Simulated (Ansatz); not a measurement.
**C₂H₃Ge radical: basis-set convergence**

An exercise on one series of results from a longer session: the logs are not shown, and one member is left open.

Computed with Ansatz 0.2.0, Gaussian basis. Level: one geometry, several basis sets.

Plan: PBE0-D4/def2-SVP; ωB97M-V/def2-SVP; PBE0-D4/def2-QZVPP; ωB97M-V/def2-QZVPP; the functionals' def2-TZVPP values are taken from earlier runs.

### The relaxed structure

An earlier PBE0-D4 in a triple-zeta def2 set relaxation fixed the geometry.

6 atoms, charge 0, spin multiplicity 2.

Atoms are counted from 1 here; the program's logs count them from 0.

Bond lengths: C1–C2 1.211 Å, C2–Ge3 1.905 Å, Ge3–H4 1.532 Å, Ge3–H5 1.532 Å, Ge3–H6 1.532 Å. Angles: C1–C2–Ge3 180.0°, C2–Ge3–H4 108.1°, C2–Ge3–H5 108.1°, C2–Ge3–H6 108.1°, H4–Ge3–H5 110.8°, H4–Ge3–H6 110.8°, H5–Ge3–H6 110.8°.

Set-up of the first run:

in.yaml

```yaml
crystal:
  periodic: [false, false, false]
  atoms:
    - {symbol: C, position_ang: [1.063023, -1.993706, 1.127224]}
    - {symbol: C, position_ang: [0.554771, -1.039426, 0.581641]}
    - {symbol: Ge, position_ang: [-0.244171, 0.461052, -0.277722]}
    - {symbol: H, position_ang: [-1.482095, -0.028106, -1.035910]}
    - {symbol: H, position_ang: [0.783712, 1.059716, -1.242935]}
    - {symbol: H, position_ang: [-0.633038, 1.476369, 0.801404]}
basis:
  gaussian: {orbitals: def2-SVP}
magnetization: {spin_polarized: true, initial_magnetization: 1}
hamiltonian: {xc: pbe0, dispersion: d4}
output: {orbitals: {seedname: orbitals}}
```

Steps of the session up to this table: PBE0-D4 in def2-SVP; ωB97M-V in def2-SVP; PBE0-D4 in def2-QZVPP; ωB97M-V in def2-QZVPP.

One of the session's tables, all rows but one given; the rest of the session is left out.

It belongs to the step «Density functionals: the series». 

| functional | basis | HOMO (eV) | LUMO (eV) |
| --- | --- | --- | --- |
| PBE0-D4 | def2-SVP | -8.19 | -4.49 |
| PBE0-D4 | def2-TZVPP | -8.25 | -4.65 |
| PBE0-D4 | def2-QZVPP | -8.25 | -4.66 |
| ωB97M-V | def2-SVP | -10.39 | -2.56 |
| ωB97M-V | def2-TZVPP | ? | ? |
| ωB97M-V | def2-QZVPP | -10.49 | -2.87 |

**Question.** Estimate the row for ωB97M-V, def2-TZVPP.

**Answer.** HOMO (eV): -10.48; LUMO (eV): -2.83. In the column «HOMO (eV)» it lies between ωB97M-V, def2-QZVPP (-10.49) and ωB97M-V, def2-SVP (-10.39).
